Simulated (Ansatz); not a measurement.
This script drives Ansatz 0.2.0, Python API.

`torsion.py`:
```python
import logging
import sys

import ansatz as az
from ase import Atoms

logging.basicConfig(stream=sys.stdout, format="%(levelname)s %(message)s")
logger = logging.getLogger("run")
logger.setLevel(logging.INFO)


def main() -> None:
    atoms = Atoms(["N", "Si", "N", "S", "H", "H", "H", "H", "H", "H"], positions=[
        (-1.2268, 0.6427, 0.0199),
        (0.2505, 0.0745, 0.306),
        (-0.1617, -1.5404, 0.1166),
        (1.5741, 0.6614, -1.2841),
        (-1.6722, 0.0747, -0.7238),
        (-1.1877, 1.613, -0.4355),
        (0.7756, 0.3883, 1.6575),
        (0.7483, -2.083, 0.2508),
        (-0.755, -1.7818, 0.9268),
        (1.738, 1.8993, -0.8314),
    ])

    first = (
        az.Crystal.molecule_from_ase(atoms).calculation()
        .basis(gaussian="def2-SVP")
        .functional("pbe0")
        .scf(lower_state_search="off")
        .relax(force_tolerance=0.02, max_steps=80)
    )
    atoms.positions = first.run(threads=1, pin="off").report["positions_ang"]

    start = atoms.get_dihedral(2, 1, 0, 4)
    energies = {}
    for turn in range(0, 360, 40):
        turned = atoms.copy()
        turned.set_dihedral(2, 1, 0, 4, start + turn, indices=[0, 4, 5])
        model = (
            az.Crystal.molecule_from_ase(turned).calculation()
            .basis(gaussian="def2-SVP")
            .functional("pbe0")
            .scf(lower_state_search="off")
        )
        energies[round((start + turn) % 360)] = model.run(threads=1, pin="off").report["free_energy_ev"]
    floor = min(energies.values())
    logger.info("dihedral N2-Si1-N0-H4 (deg)   E - E(min) (eV)")
    for angle, e in sorted(energies.items()):
        logger.info(f"{angle:8d} {(e - floor):14.3f}  " + "#" * int(30 * (e - floor) / max(max(energies.values()) - floor, 1e-9)))


if __name__ == "__main__":
    main()
```

It is started by `python torsion.py`. How long does it take on 1 thread of Intel(R) Xeon(R) Processor @ 2.30GHz, on a shared host, and how much memory does it need?

It took about 33 s, with a peak of 0.29 GiB, for 10 runs of the engine.

`python torsion.py` gives:
```text
INFO dihedral N2-Si1-N0-H4 (deg)   E - E(min) (eV)
INFO       24          0.313  ##############################
INFO       64          0.245  #######################
INFO      104          0.102  #########
INFO      144          0.141  #############
INFO      184          0.298  ############################
INFO      224          0.312  #############################
INFO      264          0.122  ###########
INFO      304          0.000
INFO      344          0.136  #############
```

These settings explore the input space; basis and method may be short of convergence. The scan is rigid and the energies are electronic, in a modest basis. With rigid groups the curve can differ much from the relaxed path, the start wasn't checked as a minimum of this torsion, and equivalent turns needn't return to the same energy.
